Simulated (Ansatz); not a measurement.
# AlCo4: the cost of one run

Method: DFT PBE, scalar-relativistic, plane waves, PAW, in Ansatz 0.2.0.

**1. Starting point**

It takes space group I4/mmm (No. 139, tetragonal). Conventional cell: a = 5.790 Å, b = 5.790 Å, c = 3.878 Å, α = 90.00°, β = 90.00°, γ = 90.00°. Al (site symmetry 4/mmm) is surrounded by 12 Co at 2.49 to 2.52 Å. Co (site symmetry m2m) has 4 Co at 2.13 to 2.27 Å as nearest neighbours.

Coordinates:

```cif
data_structure
_symmetry_space_group_name_H-M 'P 1'
_symmetry_Int_Tables_number 1
_cell_length_a 4.5300
_cell_length_b 4.5300
_cell_length_c 4.5300
_cell_angle_alpha 100.555
_cell_angle_beta 100.555
_cell_angle_gamma 129.320
_cell_volume 65.00
loop_
_atom_site_label
_atom_site_type_symbol
_atom_site_fract_x
_atom_site_fract_y
_atom_site_fract_z
_atom_site_occupancy
Al1 Al 0.00000 0.00000 0.00000 1
Co1 Co 0.69618 0.69618 0.39235 1
Co2 Co 0.30382 0.30382 0.60765 1
Co3 Co 0.30382 0.69618 0.00000 1
Co4 Co 0.69618 0.30382 0.00000 1
```

A structure generator made this guess: random cell by space group and Wyckoff sites (I4/mmm, No. 139). Lengths come from tabulated atomic sizes and are only a guess.

**2. A first look at the guess**

input.yaml reads:

```yaml
crystal:
  lattice:
    - [-2.89500164, 2.89500164, 1.9387769]
    - [2.89500164, -2.89500164, 1.9387769]
    - [2.89500164, 2.89500164, -1.9387769]
  atoms:
    - { symbol: Al, position: [0.0, 0.0, 0.0] }
    - { symbol: Co, position: [0.69617671, 0.69617671, 0.39235342], spin: 3.0 }
    - { symbol: Co, position: [0.30382329, 0.30382329, 0.60764658], spin: -3.0 }
    - { symbol: Co, position: [0.30382329, 0.69617671, 0.0], spin: -3.0 }
    - { symbol: Co, position: [0.69617671, 0.30382329, 0.0], spin: -3.0 }
basis:
  ecutwfc: 420
kpoints:
  mp_grid: { grid: [6, 6, 6] }
hamiltonian:
  xc: pbe
scf:
  occupations: { method: gaussian, width: 0.1 }
  lower_state_search: "off"
output:
  forces: true
  stress: true
  eigenvalues: true
  populations: true
magnetization:
  spin_polarized: true
```

On the command line:

```sh
> ansatz run input.yaml --threads 4 --pin off --max-ram 8192MiB --backend cpu --events-out ev --progress --plain --runs-dir out
```

Q: Estimate wall time and peak memory on 4 threads of AMD EPYC (Zen 3), shared host.

About 56 s, with a peak of 0.55 GiB.
